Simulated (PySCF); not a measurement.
# NEVPT2(2,4)/6-31G(d) (spherical functions) run of C2H3BF2 (vinyldifluoroborane)

Aim: the vertical singlet–triplet gap of C2H3BF2 (vinyldifluoroborane) at NEVPT2(2,4)/6-31G* (spherical functions), from 2 runs. 

The calculation is run with PySCF 2.14.0.

2 further runs of the same task are left out: 1 that didn't finish, 1 set aside as unsound or not needed.

## Step 1: The molecule

C2H3BF2 has 8 atoms, charge 0, and is taken as a singlet. SMILES: `C=CB(F)F`. Geometry: relaxed at PBE0-D4/def2-TZVP.

Bond lengths: C1–C2 1.332 Å, C2–B3 1.543 Å, B3–F4 1.322 Å, B3–F5 1.323 Å, C1–H6 1.086 Å, C1–H7 1.086 Å, C2–H8 1.087 Å. Angles: C1–C2–B3 121.6°, C2–B3–F4 121.7°, C2–B3–F5 121.8°, F4–B3–F5 116.5°, C1–C2–H8 119.2°, B3–C2–H8 119.2°, C2–C1–H6 122.4°, C2–C1–H7 121.1°, H6–C1–H7 116.5°.

## Step 2: The energy at NEVPT2(2,4)/6-31G(d) (spherical functions)

run.py reads:

```python
# C=CB(F)F
import numpy
from pyscf import gto, scf, mp, mcscf, mrpt

mol = gto.M(
    atom=[
    ('C', (-0.090200, 0.508200, 1.143200)),
    ('C', (-0.498400, -0.201000, 0.091700)),
    ('B', (0.393400, -0.387700, -1.153700)),
    ('F', (-0.010600, -1.091300, -2.197900)),
    ('F', (1.601400, 0.147200, -1.232700)),
    ('H', (-0.707600, 0.647200, 2.025200)),
    ('H', (0.887900, 0.979500, 1.156900)),
    ('H', (-1.483600, -0.659200, 0.111300)),
],
    verbose=3,
    charge=0,
    basis='6-31g*',
    max_memory=1860,
)

calc0 = mol.RHF()
calc0.conv_tol = 1e-10
calc0.kernel()
if not calc0.converged:
    calc0 = calc0.newton().run(calc0.mo_coeff, calc0.mo_occ)

pt = mp.MP2(scf.addons.convert_to_uhf(calc0)).run()
noons, natorbs = mcscf.addons.make_natural_orbitals(pt)
print('natural occupations', numpy.round(noons[:40], 4))
cas = mcscf.CASSCF(calc0, 4, 2)
cas.fix_spin_(ss=0.0)
cas.natorb = True
cas.kernel(natorbs)
e_pt2 = mrpt.NEVPT(cas).kernel()
e_final = cas.e_tot + e_pt2
print('Final energy', e_final)
```

On the command line:

```bash
$ OMP_NUM_THREADS=1 python run.py
```

Standard output:

```text
converged SCF energy = -301.158170865363
E(UMP2) = -301.825169027572  E_corr = -0.666998162209241
E(SCS-UMP2) = -301.804916294604  E_corr = -0.646745429240563
natural occupations [1.9999 1.9999 1.9998 1.9998 1.9997 1.9907 1.9902 1.9845 1.9779 1.9767
 1.9749 1.9738 1.9732 1.9731 1.971  1.97   1.968  1.962  1.9379 0.047
 0.0283 0.0262 0.0248 0.0216 0.018  0.0162 0.0153 0.0142 0.0141 0.0131
 0.0113 0.0095 0.0093 0.0084 0.0082 0.0074 0.0063 0.0054 0.0046 0.0045]
CASSCF energy = -301.189362112048
CASCI E = -301.189362112048  E(CI) = -1.27490804478686  S^2 = 0.0000000
Sr    (-1)',   E = -0.00000000045163
Si    (+1)',   E = -0.00689648055674
Sijrs (0)  ,   E = -0.52030398436829
Sijr  (+1) ,   E = -0.02664652096334
Srsi  (-1) ,   E = -0.02783150741919
Srs   (-2) ,   E = -0.00168842522746
Sij   (+2) ,   E = -0.00360215874842
Sir   (0)' ,   E = -0.05012737571323
Nevpt2 Energy = -0.637096453448304
Final energy -301.8264585654967
```

Wall time 9.9 s (1 thread of Arm Neoverse V2, shared host); peak memory 0.23 GiB.

## Step 3: The triplet

calc.py reads:

```python
import numpy
from pyscf import gto, scf, mp, mcscf, mrpt

mol = gto.M(
    atom='''
C     -0.170453     0.960359     2.160335
C     -0.941840    -0.379835     0.173288
B      0.743418    -0.732647    -2.180177
F     -0.020031    -2.062258    -4.153429
F      3.026207     0.278168    -2.329465
H     -1.337170     1.223031     3.827073
H      1.677888     1.850987     2.186224
H     -2.803598    -1.245707     0.210327
''',
    max_memory=1860,
    spin=2,
    charge=0,
    basis='6-31g*',
    unit='bohr',
    verbose=3,
)

hf = scf.ROHF(mol)
hf.conv_tol = 1e-10
hf.kernel()
if not hf.converged:
    hf = hf.newton().run(hf.mo_coeff, hf.mo_occ)

pt = mp.MP2(scf.addons.convert_to_uhf(hf)).run()
noons, natorbs = mcscf.addons.make_natural_orbitals(pt)
print('natural occupations', numpy.round(noons[:40], 4))
cas = mcscf.CASSCF(hf, 4, 2)
cas.fix_spin_(ss=2.0)
cas.natorb = True
cas.kernel(natorbs)
e_pt2 = mrpt.NEVPT(cas).kernel()
e_tot = cas.e_tot + e_pt2
print('E = %.10f Eh' % e_tot)
```

On the command line:

```bash
$ OMP_NUM_THREADS=1 python calc.py
```

Standard output:

```text
converged SCF energy = -301.037046963827
E(UMP2) = -301.662398681059  E_corr = -0.625351717232622
E(SCS-UMP2) = -301.642571228102  E_corr = -0.605524264274774
natural occupations [1.9999 1.9999 1.9998 1.9998 1.9997 1.9907 1.9902 1.9842 1.9799 1.9771
 1.9756 1.9743 1.974  1.9738 1.9717 1.9709 1.97   1.9662 0.9939 0.9894
 0.0275 0.026  0.0234 0.0216 0.0158 0.0143 0.0142 0.014  0.0132 0.0126
 0.0111 0.0088 0.0084 0.0072 0.0072 0.0067 0.0058 0.0051 0.0048 0.0047]
CASSCF energy = -301.037785101880
CASCI E = -301.037785101880  E(CI) = -1.10093707330356  S^2 = 2.0000000
Sr    (-1)',   E = 0.00000000004930
Si    (+1)',   E = -0.00004585989079
Sijrs (0)  ,   E = -0.51635537527356
Sijr  (+1) ,   E = -0.02775903642711
Srsi  (-1) ,   E = -0.03365700439859
Srs   (-2) ,   E = -0.00031695685820
Sij   (+2) ,   E = -0.00537171582535
Sir   (0)' ,   E = -0.04456918920520
Nevpt2 Energy = -0.628075137829491
E = -301.6658602397 Eh
```

Run time: 8.4 s. Hardware: 1 thread of Arm Neoverse V2, shared host; peak memory 0.23 GiB.

## Step 4: Summary of results

Level: NEVPT2(2,4)/6-31G* (spherical functions).

| quantity | value |
| --- | --- |
| singlet: total energy | -301.82646 Eh |
| singlet: dipole moment (Hartree–Fock density) | 2.19 D |
| singlet: HOMO energy (Hartree–Fock orbitals) | -10.84 eV |
| singlet: LUMO energy (Hartree–Fock orbitals) | 2.87 eV |
| singlet: HOMO–LUMO gap (Hartree–Fock orbitals) | 13.71 eV |
| triplet: total energy | -301.66586 Eh |
| triplet: dipole moment (Hartree–Fock density) | 2.31 D |
| vertical energy of the triplet above the singlet | 4.370 eV |

In words: At this shape the triplet lies 4.37 eV (422 kJ/mol) above the singlet.
